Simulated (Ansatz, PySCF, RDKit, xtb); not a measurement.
**CH2InSi: a search for the lowest isomer**

Task: start from the formula CH2InSi (odd number of electrons), draw up candidate structures, narrow them down in stages, and characterise the one that lies lowest at 298.15 K.

Plan: many cheap relaxations first (GFN2-xTB), then density-functional screening, relaxation at r2SCAN-D4/def2-SVP, vibrations and a final energy. The numbers are computed, not measured.

6 further runs of the same task are left out: 1 that didn't finish, 5 set aside as unsound or not needed.

## Step 1: Possible bonding patterns

All bonding patterns within simple valence rules are listed by program: one Lewis structure each, at most two rings and one unusual centre or charged pair. O–O, O–halogen and N–halogen bonds and N–N–N chains are not drawn. That gives 16 candidates.

c121 [CH]1=[Si][InH]1; c221 [Si]#[C][InH2]; c229 [C]#[Si][InH2]; c239 [C]#[SiH-][InH+]; c356 [CH2]1[Si][In]1; c565 [C]1[SiH2][In]1; c569 C#[Si][InH]; c597 [SiH2]=[C][In]; c599 [SiH]#[C][InH]; c647 [Si]=[CH][InH]; c688 [CH]=[SiH][In]; c852 [C]1=[SiH][InH]1; c874 [CH]1=[SiH][In]1; c969 [C]1=[Si+][InH2-]1; c992 [SiH]=[CH][In]; c998 C=[Si][In].

Candidates are built by distance geometry, with a force field where one applies, in up to four conformers (letters a to d). 6 starts with atoms placed at random are added, to find patterns that the rules miss.

Q: Predict the outcome of this search (final energies at CCSD(T)/def2-SVP).

| quantity | value |
| --- | --- |
| lowest structure found | C=[Si][In], doublet, C1 |
| next finalist | [CH]1=[SiH][In]1, doublet, 13.3 kcal/mol higher in G |
| share at equilibrium, among the finalists | 100.0 % |
| harmonic wavenumbers, lowest and highest (r2SCAN-D4/def2-SVP) | 39 and 3086 cm⁻¹ |
| rotational constants, same geometry | 0.5046, 0.08292, 0.07122 cm⁻¹ |
| dipole moment (PBE0/def2-TZVPD) | 2.53 D |
| HOMO energy (highest over α and β) (PBE0/def2-TZVPD) | -5.22 eV |
| LUMO energy (lowest over α and β) (PBE0/def2-TZVPD) | -2.68 eV |
| lowest excitation (TD-B3LYP/def2-SVPD) | 1.77 eV (f = 0.002) |
| vertical ionisation energy (to the singlet cation) | 7.06 eV |
| vertical electron affinity | 1.16 eV |
| vertical quartet less doublet | +2.33 eV |

`C=[Si][In]` comes out lowest. Among the finalists first place is clear (13.3 kcal/mol); structures outside the list aren't covered. r2SCAN-D4/def2-SVP, relaxed, HF/def2-SVP and MP2/def2-SVP already put its bonding pattern lowest among the structures in one piece. A large T1 diagnostic among the finalists warns that one reference determinant may not suffice. It concerns: the finalist [CH]1=[SiH][In]1 (doublet). Spin-orbit coupling, which matters for elements this heavy, is left out. The stability test raises a flag; for an open shell a flag towards a general spinor solution can be the free rotation of the spin. The search is not exhaustive (a finite list of starts, one conformer a finalist), so a lower isomer can't be ruled out.
